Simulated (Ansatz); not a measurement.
**AlB₂H₇OSi: up Jacob's ladder to CCSD(T)**

One table from this session's results is given with a row withheld; the runs are named, their logs left out.

The runs use Ansatz 0.2.0, Gaussian basis; functionals in def2-TZVPP, the program's frozen cores in correlated methods.

The runs, in order: LDA (SPW92), PBE-D4, revPBE-D4, BLYP-D4, r2SCAN-D4, B97M-V, PBE0-D4, B3LYP-D4, r2SCANh-D4, r2SCAN0-D4, HSE06-D4, BHLYP-D4, CAM-B3LYP-D4, LC-ωPBE, ωB97X-V, ωB97M-V, B2PLYP, PBE-QIDH; CCSD(T)/def2-SVP; CCSD(T)/def2-TZVPP; MP2/def2-QZVPP; extrapolation to the limit; RPA on PBE.

**The relaxed structure**

All runs share one geometry, relaxed beforehand with PBE0-D4 in a triple-zeta def2 set.

SMILES `BOB[SiH2][AlH2]`, 12 atoms, charge 0, spin multiplicity 1.

Atoms are counted from 1 here; the program's logs count them from 0.

Bond lengths: B1–O2 1.332 Å, B1–H6 1.197 Å, B1–H7 1.198 Å, O2–B3 1.334 Å, B3–Si4 2.022 Å, B3–H8 1.202 Å, Si4–Al5 2.456 Å, Si4–H9 1.492 Å, Si4–H10 1.493 Å, Al5–H11 1.589 Å, Al5–H12 1.589 Å. Angles: O2–B1–H6 118.5°, O2–B1–H7 118.3°, H6–B1–H7 123.1°, B1–O2–B3 176.2°, O2–B3–Si4 120.8°, O2–B3–H8 117.1°, Si4–B3–H8 122.0°, B3–Si4–Al5 107.6°, B3–Si4–H9 109.6°, B3–Si4–H10 110.9°, Al5–Si4–H9 109.7°, Al5–Si4–H10 110.3°, H9–Si4–H10 108.7°, Si4–Al5–H11 120.3°, Si4–Al5–H12 120.6°, H11–Al5–H12 119.0°.

The first run:

in.yaml reads:

```yaml
crystal:
  periodic: [false, false, false]
  atoms:
    - {symbol: B, position_ang: [-0.989027, 0.261970, 2.596629]}
    - {symbol: O, position_ang: [-0.227169, 0.633785, 1.569205]}
    - {symbol: B, position_ang: [0.570654, 0.925506, 0.540973]}
    - {symbol: Si, position_ang: [1.161416, -0.513953, -0.750767]}
    - {symbol: Al, position_ang: [-0.438684, -0.541605, -2.613434]}
    - {symbol: H, position_ang: [-0.455342, -0.029315, 3.627939]}
    - {symbol: H, position_ang: [-2.176872, 0.239765, 2.444951]}
    - {symbol: H, position_ang: [0.866317, 2.080396, 0.386877]}
    - {symbol: H, position_ang: [2.526527, -0.197859, -1.264107]}
    - {symbol: H, position_ang: [1.198821, -1.848382, -0.081566]}
    - {symbol: H, position_ang: [-1.714755, -1.487272, -2.560777]}
    - {symbol: H, position_ang: [-0.244985, 0.421762, -3.862022]}
basis:
  gaussian: {orbitals: def2-TZVPP}
hamiltonian: {xc: lda}
output: {orbitals: {seedname: orbitals}}
```

Steps of the session up to this table: LDA; PBE-D4 (GGA); revPBE-D4 (GGA); BLYP-D4 (GGA); r2SCAN-D4 (meta-GGA); B97M-V (meta-GGA); PBE0-D4 (hybrid); B3LYP-D4 (hybrid); r2SCANh-D4 (hybrid); r2SCAN0-D4 (hybrid); HSE06-D4 (hybrid); BHLYP-D4 (hybrid); CAM-B3LYP-D4 (range-separated); LC-ωPBE (range-separated); ωB97X-V (range-separated); ωB97M-V (range-separated); B2PLYP (double hybrid); PBE-QIDH (double hybrid).

One of the session's tables, all rows but one given; the rest of the session is left out.

It belongs to the step «Frontier levels by functional». 

| functional | HOMO (eV) | LUMO (eV) | gap (eV) |
| --- | --- | --- | --- |
| LDA (SPW92) | -6.34 | -3.28 | 3.06 |
| PBE-D4 | -6.24 | -3.06 | 3.18 |
| revPBE-D4 | -6.20 | -2.96 | 3.24 |
| BLYP-D4 | -6.09 | -2.90 | 3.19 |
| r2SCAN-D4 | -6.44 | -2.83 | 3.61 |
| B97M-V | -6.53 | -3.02 | 3.52 |
| PBE0-D4 | -7.25 | -2.28 | 4.97 |
| B3LYP-D4 | -7.06 | -2.45 | 4.61 |
| r2SCANh-D4 | -6.81 | -2.56 | 4.25 |
| r2SCAN0-D4 | -7.38 | -2.16 | 5.22 |
| HSE06-D4 | -6.86 | -2.65 | 4.21 |
| BHLYP-D4 | -8.16 | -1.45 | 6.72 |
| CAM-B3LYP-D4 | ? | ? | ? |
| LC-ωPBE | -9.74 | -0.24 | 9.50 |
| ωB97X-V | -9.43 | -0.35 | 9.07 |
| ωB97M-V | -9.20 | -0.62 | 8.59 |

Estimate the missing values for CAM-B3LYP-D4.

As computed: HOMO (eV): -8.47; LUMO (eV): -1.30; gap (eV): 7.17. In the column «HOMO (eV)» it lies between ωB97M-V (-9.20) and BHLYP-D4 (-8.16).
